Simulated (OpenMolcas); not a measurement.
# One shape, several levels: CHCuO (Cu(CO)H)

We compute a comparison of 6 runs (HF/def2-SVP, B2PLYP/6-31G*, PBE0/def2-SVP, TPSS/6-31G*, TPSS/6-31G**, B3LYP/6-31G*) of CHCuO (Cu(CO)H). 

The calculation is run with OpenMolcas 26.06.

4 further runs of the same task are left out: 1 that didn't finish, 3 set aside as unsound or not needed.

### 1 Starting point

The species is CHCuO (4 atoms), meant as a singlet with charge 0. As SMILES, `[H][Cu]<-[C-]#[O+]`. The shape comes from GFN2-xTB, which is rough for such elements, and wasn't checked as a minimum.

Bond lengths: Cu1–C2 1.786 Å, C2–O3 1.137 Å, Cu1–H4 1.489 Å. Angles: Cu1–C2–O3 177.7°, C2–Cu1–H4 179.0°.

### 2 Energy and forces at HF/def2-SVP (run 1)

The input, job.input:

```
>>> EXPORT MOLCAS_PRINT=2

&GATEWAY
 BasLib
 $CurrDir
 Coord
 4
 angstrom
 Cu      -0.014370       0.018700      -0.804770
 C       -0.004560       0.008270       0.981090
 O        0.032210      -0.031180       2.117060
 H       -0.013280       0.004200      -2.293380
 Basis
 def2-SVP
 Group
 NoSym

&SEWARD

&SCF
 Thresholds
 1e-10 1e-07 1e-07 1e-05
 PrOrbitals
 1 2

&ALASKA
```

The basis set def2-SVP is read from a file made from the Basis Set Exchange's data (not shown).

Started as:

```
export MOLCAS_MEM=1860
pymolcas job.input > job.log
```

Log:

```text
--- Start Module: gateway ---
[...]
--- Stop Module: gateway /rc=_RC_ALL_IS_WELL_ ---
[...]
      Basis functions           64
[...]
--- Start Module: scf ---
[...]
       Convergence after  17 Iterations
[...]
::    Total SCF energy                              -1751.8849673162
[...]
      Total spin, S                                     0.0000000000
[...]
      Total electronic charge=   44.000000
      Total            charge=   -0.000000
[...]
      Dipole Moment (debye):
      Origin of the operator (angstrom)=   -0.0050    0.0085   -0.0796
                   X= -1.6448E-02               Y=  5.3635E-02               Z=  4.2429E+00           Total=  4.2432E+00
      Quadrupole Moment (debye*angstrom):
[...]
--- Stop Module: scf /rc=_RC_ALL_IS_WELL_ ---
[...]
--- Start Module: alaska ---
[...]
 *              Molecular gradients               *
 **************************************************
  Irreducible representation: a
 ------------------------------------------------------------------------------------------
                              X                       Y                       Z
 ------------------------------------------------------------------------------------------
  CU1               7.73817060349263E-04   -7.43007408634533E-04    3.58149954169491E-02
  C2               -4.32170060987136E-03    4.41605033529291E-03   -1.54312591329522E-01
  O3                3.61969794462436E-03   -3.81955855208960E-03    9.56196308676809E-02
  H4               -7.18143951013415E-05    1.46515625432893E-04    2.28779650449313E-02
 ------------------------------------------------------------------------------------------
--- Stop Module: alaska /rc=_RC_ALL_IS_WELL_ ---
[...]
```

It took 4.5 s on 1 thread of Arm Neoverse V1, shared host; peak memory 0.4 GiB.

### 3 A single-point energy at B2PLYP/6-31G(d) (spherical functions) (run 2)

The input, geom.xyz:

```xyz
4

Cu    -0.014370     0.018700    -0.804770
C     -0.004560     0.008270     0.981090
O      0.032210    -0.031180     2.117060
H     -0.013280     0.004200    -2.293380
```

The input, mol.input:

```
&GATEWAY
  BasLib=$CurrDir
  Coord=geom.xyz
  Basis=6-31Gs
  Group=NoSym

&SEWARD
  GridInput
  Grid=UltraFine
  End of Grid

&SCF
  KSDFT=B2PLYP_SCF
  Thresholds=1e-10 1e-07 1e-07 1e-05
  PrOrbitals=1 2

&MBPT2
  Frozen=7
```

The basis set 6-31G* is read from a file made from the Basis Set Exchange's data (not shown).

Started as:

```
export MOLCAS_MEM=1860
pymolcas mol.input > mol.log
```

Log:

```text
--- Start Module: gateway ---
[...]
--- Stop Module: gateway /rc=_RC_ALL_IS_WELL_ ---
[...]
      Basis functions           64
[...]
--- Start Module: scf ---
[...]
       Convergence after  16 Iterations
[...]
::    Total KS-DFT energy                           -1753.4661437102
[...]
      Total spin, S                                     0.0000000000
[...]
      Total electronic charge=   44.000000
      Total            charge=   -0.000000
[...]
      Dipole Moment (debye):
      Origin of the operator (angstrom)=   -0.0050    0.0085   -0.0796
                   X= -1.5416E-02               Y=  4.8274E-02               Z=  3.1400E+00           Total=  3.1404E+00
      Quadrupole Moment (debye*angstrom):
[...]
--- Stop Module: scf /rc=_RC_ALL_IS_WELL_ ---
[...]
--- Start Module: mbpt2 ---
[...]
 ###    WARNING: MP2 implementation intended for RHF references only         ###
 ###############################################################################
MBPT2 WARNING: Reference function according to RunFile:KS-DFT
I'll assume you know what you're doing and continue
WARNING!
Default frozen orbitals as non valence orbitals is overwritten by user input.
Default values:   8
[...]
       Reference weight ( Cref**2 )         =        0.72168
::    Total MBPT2 energy                            -1754.3694224642
[...]
      Total MBPT2 calculations                           0.15      0.15
--- Stop Module: mbpt2 /rc=_RC_ALL_IS_WELL_ ---
[...]
```

It took 10 s on 1 thread of Arm Neoverse V1, shared host; peak memory 0.4 GiB.

Run 3 isn't shown in full; the table further down has it.

### 4 Energy and forces at TPSS/6-31G(d) (spherical functions) (run 4)

The input, coord.xyz:

```xyz
4

Cu    -0.014370     0.018700    -0.804770
C     -0.004560     0.008270     0.981090
O      0.032210    -0.031180     2.117060
H     -0.013280     0.004200    -2.293380
```

The input, test.input:

```
* CHCuO Kohn-Sham DFT

&GATEWAY
  BasLib = $CurrDir
  Coord = coord.xyz
  Basis = 6-31Gs
  Group = NoSym

&SEWARD
  GridInput
  Grid=UltraFine
  End of Grid

&SCF
  KSDFT = 2
  1.0 MGGA_X_TPSS
  1.0 MGGA_C_TPSS
  Thresholds = 1e-10 1e-07 1e-07 1e-05
  PrOrbitals = 1 1

&ALASKA
```

The basis set 6-31G* is read from a file made from the Basis Set Exchange's data (not shown).

Started as:

```
export MOLCAS_MEM=1860
pymolcas test.input > test.log
```

Log:

```text
--- Start Module: gateway ---
[...]
--- Stop Module: gateway /rc=_RC_ALL_IS_WELL_ ---
[...]
      Basis functions           64
[...]
--- Start Module: scf ---
[...]
       Convergence after  20 Iterations
[...]
::    Total KS-DFT energy                           -1754.1791646172
[...]
      Total spin, S                                     0.0000000000
[...]
      Total electronic charge=   44.000000
      Total            charge=   -0.000000
[...]
      Dipole Moment (debye):
      Origin of the operator (angstrom)=   -0.0050    0.0085   -0.0796
                   X= -1.5381E-02               Y=  4.3386E-02               Z=  1.9684E+00           Total=  1.9689E+00
      Quadrupole Moment (debye*angstrom):
[...]
--- Stop Module: scf /rc=_RC_ALL_IS_WELL_ ---
[...]
--- Start Module: alaska ---
[...]
 *              Molecular gradients               *
 **************************************************
  Irreducible representation: a
 ------------------------------------------------------------------------------------------
                              X                       Y                       Z
 ------------------------------------------------------------------------------------------
  CU1               5.96085272714181E-04   -5.86392378708722E-04   -3.50982713429921E-02
  C2                8.73264887644054E-04   -1.19570129955004E-03    6.80132441858219E-02
  O3               -1.17150515596787E-03    1.39404135975985E-03   -4.50638223618469E-02
  H4               -2.97845004390930E-04    3.88052318494876E-04    1.21488495190079E-02
 ------------------------------------------------------------------------------------------
--- Stop Module: alaska /rc=_RC_ALL_IS_WELL_ ---
[...]
```

Run time: 20 s. Hardware: 1 thread of Arm Neoverse V1, shared host; peak memory 0.4 GiB.

Run 5 isn't shown in full; the table further down has it.

### 5 Energy and gradient at B3LYP/6-31G(d) (Cartesian functions) (run 6)

The input, test.input:

```
* CHCuO Kohn-Sham DFT
&gateway
baslib=$CurrDir
coord
4
angstrom
Cu      -0.014370       0.018700      -0.804770
C       -0.004560       0.008270       0.981090
O        0.032210      -0.031180       2.117060
H       -0.013280       0.004200      -2.293380
basis=6-31Gs
group=NoSym
&seward
gridinput
Grid=UltraFine
End of Grid
&scf
ksdft=B3LYP
thresholds=1e-10 1e-07 1e-07 1e-05
prorbitals=1 2
&alaska
```

The basis set 6-31G* is read from a file made from the Basis Set Exchange's data (not shown).

Started as:

```
export MOLCAS_MEM=1860
pymolcas test.input > test.log
```

Log:

```text
--- Start Module: gateway ---
[...]
--- Stop Module: gateway /rc=_RC_ALL_IS_WELL_ ---
[...]
      Basis functions           68
[...]
--- Start Module: scf ---
[...]
       Convergence after  17 Iterations
[...]
::    Total KS-DFT energy                           -1754.1777609611
[...]
      Total spin, S                                     0.0000000000
[...]
      Total electronic charge=   44.000000
      Total            charge=   -0.000000
[...]
      Dipole Moment (debye):
      Origin of the operator (angstrom)=   -0.0050    0.0085   -0.0796
                   X= -1.5261E-02               Y=  4.3143E-02               Z=  2.3880E+00           Total=  2.3884E+00
      Quadrupole Moment (debye*angstrom):
[...]
--- Stop Module: scf /rc=_RC_ALL_IS_WELL_ ---
[...]
--- Start Module: alaska ---
[...]
 *              Molecular gradients               *
 **************************************************
  Irreducible representation: a
 ------------------------------------------------------------------------------------------
                              X                       Y                       Z
 ------------------------------------------------------------------------------------------
  CU1               4.05318280653183E-04   -3.58849668781969E-04   -2.46887353500007E-02
  C2                1.60776406559093E-04   -3.95782568400782E-04    2.90036948744619E-02
  O3               -3.26430234704356E-04    4.64784142953700E-04   -1.29080157677564E-02
  H4               -2.39664452507155E-04    2.89848094228780E-04    8.59305624326367E-03
 ------------------------------------------------------------------------------------------
--- Stop Module: alaska /rc=_RC_ALL_IS_WELL_ ---
[...]
```

Wall time 15 s (1 thread of Arm Neoverse V1, shared host); peak memory 0.41 GiB.

### 6 All runs side by side

```tsv
run	level	task	frozen core orbitals	energy (Eh)	dipole moment (D)	HOMO energy (eV)	LUMO energy (eV)	wall time
1	HF/def2-SVP	gradient	–	-1751.884967	4.24	-9.10	1.72	4.5 s
2	B2PLYP/6-31G* (spherical functions)	energy	7	-1753.710029	3.14	-7.73	-0.80	10 s
3	PBE0/def2-SVP	gradient	–	-1753.731656	3.22	-6.84	-2.21	12 s
4	TPSS/6-31G* (spherical functions)	gradient	–	-1754.179165	1.97	-5.46	-2.67	20 s
5	TPSS/6-31G** (spherical functions)	gradient	–	-1754.182556	1.99	-5.46	-2.68	21 s
6	B3LYP/6-31G* (Cartesian functions)	gradient	–	-1754.177761	2.39	-6.75	-2.23	15 s
```

### 7 Results

| quantity | value |
| --- | --- |
| run 6: total energy | -1754.17776 Eh |
| run 6: dipole moment | 2.39 D |
| run 6: HOMO energy | -6.75 eV |
| run 6: LUMO energy | -2.23 eV |
| run 6: HOMO–LUMO gap | 4.52 eV |
| run 6: largest force on an atom | 1.492 eV/Å |

In words: The dipole moment (its size) runs from 1.97 D (TPSS/6-31G*) to 4.24 D (HF/def2-SVP). The two ends differ in method and basis. The HOMO–LUMO gap runs from 2.79 eV (TPSS/6-31G*) to 10.82 eV (HF/def2-SVP). For B2PLYP the log adds the whole second-order term; the table takes 0.27 of it, as the functional is defined. Totals of different functionals can't be ranked against each other. All runs together took 83 s, the longest 21 s.
